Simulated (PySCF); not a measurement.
# The bond of SnO+, level by level

What are the lowest state that PBE0 finds, the bond length, vibrational wavenumber and bond energy of SnO+, and how much do these hang on the method?

Method: Sn aug-cc-pVDZ-PP with ECP28, O aug-cc-pVDZ, scalar-relativistic core potentials; program: PySCF 2.14.0.

## 1. The job

The job is set up so:

```json
{
 "atoms": "Sn, O",
 "charge": "1",
 "basis": "Sn aug-cc-pVDZ-PP with ECP28, O aug-cc-pVDZ",
 "Hamiltonian": "scalar-relativistic core potentials",
 "basis functions": "55",
 "electrons treated": "29",
 "masses in u": "119.9022, 15.9949",
 "levels": "PBE0, PBE, r²SCAN, PBEsol, B97-3, TPSSh, HF, MP2, SCS-MP2, CCSD, CCSD(T)",
 "grid": "80 radial by 434 angular points",
 "occupations": "held fixed by the projection of orbital angular momentum",
 "dissociation limit": "Sn+ + O, each in its ground configuration",
 "starting distance in angstrom": "2.050",
 "values of 2S to try": "1, 3"
}
```

Launch:

```sh
> OMP_NUM_THREADS=1 python dia.py task.json out
```

After this run come: First curve: PBE0; Other states along the same grid; PBE; r²SCAN (meta-GGA); PBEsol; B97-3; TPSSh; UHF; Correlated methods on the Hartree–Fock reference.

Q: Predict the outcome of this session. Wanted: for each run, Re; ωe; De; μ.

As calculated:

Lowest PBE0 solution found, without spin–orbit coupling: ²Π (doublet), unpaired electrons π ↑. State 2 has its PBE0 minimum 0.46 eV higher. The other levels ran on the lowest alone.

| level | Re (Å) | ωe (cm⁻¹) | De (eV) | μ (D) |
| --- | --- | --- | --- | --- |
| UHF | 1.974 | 678 | 1.22 | -3.01 |
| UHF-CCSD | 2.003 | 636 | 2.78 | n/a |
| UHF-CCSD(T) | 2.012 | 619 | 2.94 | n/a |
| PBE | 2.033 | 591 | 3.58 | -2.45 |
| PBEsol | 2.019 | 605 | 3.78 | -2.34 |
| r²SCAN | 2.007 | 623 | 3.37 | -2.44 |
| TPSSh | 2.013 | 619 | 3.21 | -2.53 |
| PBE0 | 2.002 | 632 | 3.13 | -2.64 |
| B97-3 | 2.010 | 623 | 3.16 | -2.81 |

De is counted to Sn+ + O in their ground configurations. A positive dipole points from Sn to O; in an ion it is taken about the centre of mass and does not tell which atom is negative. No constants: UHF-MP2 (the points don't follow one smooth fit); UHF-SCS-MP2 (the points don't follow one smooth fit).

The methods spread over 0.059 Å in bond length, from UHF to PBE. Of the levels with a De here, UHF gives the least (1.22 eV) and PBEsol the most (3.78 eV).

Correlated steps freeze 5 core orbitals. Spin–orbit coupling is left out, which matters for elements this heavy, above all for dissociation energies. T1 is 0.020 near the minimum (highest on the curve 0.056), which may point to more than one leading configuration.
